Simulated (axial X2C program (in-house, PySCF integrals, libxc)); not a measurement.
# All-electron X2C curves of TeRb

What are the state, bond length, wavenumber and bond energy of TeRb, and what does spin–orbit coupling change?

Method: all-electron X2C, Te dyall-cv3z, Rb dyall-cv3z; program: an in-house X2C program for linear molecules on PySCF integrals.

All values are calculated.

## Step 1: The job

task.json

```json
{"zs": [52, 37], "q": 0, "bas": ["dyall-cv3z", "dyall-cv3z"], "levels": ["PBE0", "HF", "PW91"], "cc": true, "r0": 3.3, "thr": -1.0, "nmax": 90, "npts": 10, "nst": 2, "ntry": 6}
```

Keys: zs atomic numbers; q charge; bas basis sets; levels methods (HF also brings MP2); cc coupled cluster on or off; r0 starting distance in Å; thr threshold in hartree for freezing inner shells (an s shell follows its p shell); nmax most natural virtual spinors; npts points asked for on the curve; nst determinants followed; ntry starts of the search.

Command:

```
> python so2c.py task.json out
```

Spin-free means the one-electron spin-free X2C Hamiltonian; two-component (2c) means X2C with spin–orbit coupling and atomic mean-field two-electron Coulomb and Gaunt terms. Basis: Te dyall-cv3z contracted to [11s12p8d4f1g], Rb dyall-cv3z contracted to [12s13p8d4f1g]; Gaussian nuclei, density fitting. Masses: Te 129.906 u, Rb 84.912 u.

Notation: σ, π±, δ± give the projection m of an orbital's angular momentum (0, ±1, ±2), α and β its spin, Λ and M_S the sums; ω is the projection of a spinor's total angular momentum and Ω the sum. Logs are in hartree.

Further steps of the session: PBE0, spin-free; HF, spin-free; PW91, spin-free; MP2 and beyond, spin-free; A higher determinant, spin-free; PBE0, 2c; HF, 2c; PW91, 2c; MP2 and beyond, 2c; A higher determinant, 2c.

What does the calculation give? Wanted: for each run, Hamiltonian; Re; ωe; De; μ.

As calculated:

Lowest determinant found, spin-free: M_S = 1/2, Λ = 1 (beyond closed shells: π+α, π+β, π-α).

Lowest determinant found, 2c: Ω = 3/2 (unpaired: ω = 3/2).

| Hamiltonian | level | Re (Å) | ωe (cm⁻¹) | De (eV) | μ (D) |
| --- | --- | --- | --- | --- | --- |
| spin-free | PBE0 | 3.287 | 125.5 | 2.25 | 10.85 |
| spin-free | HF | 3.399 | 118.6 | 1.32 | 12.43 |
| spin-free | MP2 | 3.304 | 126.9 | 2.07 | n/a |
| spin-free | CCSD | 3.324 | 125.2 | 2.06 | n/a |
| spin-free | CCSD(T) | 3.318 | 125.6 | 2.08 | n/a |
| spin-free | PW91 | 3.291 | 122.4 | 2.32 | 10.04 |
| 2c | PBE0 | 3.291 | 124.6 | 2.20 | 10.79 |
| 2c | HF | 3.402 | 118.1 | 1.27 | 12.40 |
| 2c | MP2 | 3.307 | 126.3 | 1.97 | n/a |
| 2c | CCSD | 3.327 | 124.6 | 1.96 | n/a |
| 2c | CCSD(T) | 3.321 | 125.0 | 1.98 | n/a |
| 2c | PW91 | 3.297 | 121.0 | 2.27 | 9.93 |

Dipoles are positive if Rb is the positive end.

**Reading.** At CCSD(T), going from spin-free to two-component changes Re by +3 mÅ, ωe by -0.5 % and De by -0.10 eV; at least one of these shifts is too large to ignore. The bond energy falls because the coupling lowers the separated atoms more than the molecule.

De refers to Te + Rb. The state is a single determinant with fixed occupations, the lowest that a limited PBE0 search found. Dissociation energies refer to the lowest single-determinant-based atoms at the same level and basis. Density functionals use the spin component along the axis (collinear). CCSD and (T) use frozen natural virtuals with an MP2 correction for the truncation. With the outer-core shells frozen, correlated bond lengths of heavy atoms tend to come out a few hundredths of an ångström too long.
